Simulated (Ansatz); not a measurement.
# C2Cl2N2O2Zr: small, medium and large basis sets

The task here is to estimate one member of a computed series from the others.

Computed with Ansatz 0.2.0, Gaussian basis. Level: one geometry, several basis sets.

The runs, in order: PBE0-D4/def2-SVP; ωB97M-V/def2-SVP; PBE0-D4/def2-QZVPP; ωB97M-V/def2-QZVPP; the functionals' def2-TZVPP values are taken from earlier runs.

2 further runs of the same task are left out: 2 for a known fault of the program.

**The geometry**

An earlier PBE0-D4 in a triple-zeta def2 set relaxation fixed the geometry. Zr takes the def2 core potential; no spin-orbit term is included.

SMILES `O=C=[N][Zr]([Cl])([Cl])[N]=C=O`, 9 atoms, charge 0, spin multiplicity 1.

Atoms are counted from 1 here; the program's logs count them from 0.

Bond lengths: O1–C2 1.160 Å, C2–N3 1.206 Å, N3–Zr4 2.009 Å, Zr4–Cl5 2.329 Å, Zr4–Cl6 2.329 Å, Zr4–N7 2.009 Å, N7–C8 1.206 Å, C8–O9 1.160 Å. Angles: O1–C2–N3 179.9°, C2–N3–Zr4 179.2°, N3–Zr4–Cl5 109.4°, N3–Zr4–Cl6 109.4°, N3–Zr4–N7 108.7°, Cl5–Zr4–Cl6 110.5°, Cl5–Zr4–N7 109.4°, Cl6–Zr4–N7 109.4°, Zr4–N7–C8 179.4°, N7–C8–O9 179.9°.

The first run:

in.yaml reads:

```yaml
crystal:
  periodic: [false, false, false]
  atoms:
    - {symbol: O, position_ang: [-1.090127, -0.716853, -3.683157]}
    - {symbol: C, position_ang: [-0.881792, -0.315664, -2.614872]}
    - {symbol: N, position_ang: [-0.664522, 0.100225, -1.504361]}
    - {symbol: Zr, position_ang: [-0.319604, 0.816562, 0.340974]}
    - {symbol: Cl, position_ang: [-2.345947, 1.085542, 1.457653]}
    - {symbol: Cl, position_ang: [0.801846, 2.851996, 0.183982]}
    - {symbol: N, position_ang: [0.823311, -0.500656, 1.339024]}
    - {symbol: C, position_ang: [1.508668, -1.283596, 1.947869]}
    - {symbol: O, position_ang: [2.168146, -2.037565, 2.532867]}
basis:
  gaussian: {orbitals: def2-SVP}
hamiltonian: {xc: pbe0, dispersion: d4}
output: {orbitals: {seedname: orbitals}}
```

Run with:

```console
$ ansatz run in.yaml --threads 2 --pin off --events-out ev --progress --plain --max-ram 32768MiB --backend cpu
```

Steps of the session up to this table: PBE0-D4 in def2-SVP; ωB97M-V in def2-SVP; PBE0-D4 in def2-QZVPP; ωB97M-V in def2-QZVPP.

One of the session's tables, all rows but one given; the rest of the session is left out.

It belongs to the step «Density functionals: the series». 

```
functional       basis  HOMO (eV)  LUMO (eV)
   PBE0-D4    def2-SVP      -9.14      -2.55
   PBE0-D4  def2-TZVPP      -9.19      -2.63
   PBE0-D4  def2-QZVPP          ?          ?
   ωB97M-V    def2-SVP     -11.26      -0.44
   ωB97M-V  def2-TZVPP     -11.35      -0.57
   ωB97M-V  def2-QZVPP     -11.38      -0.59
```

Estimate the missing values for PBE0-D4, def2-QZVPP.

**Answer.** HOMO (eV): -9.21; LUMO (eV): -2.64. In the column «HOMO (eV)» it lies between ωB97M-V, def2-SVP (-11.26) and PBE0-D4, def2-TZVPP (-9.19).
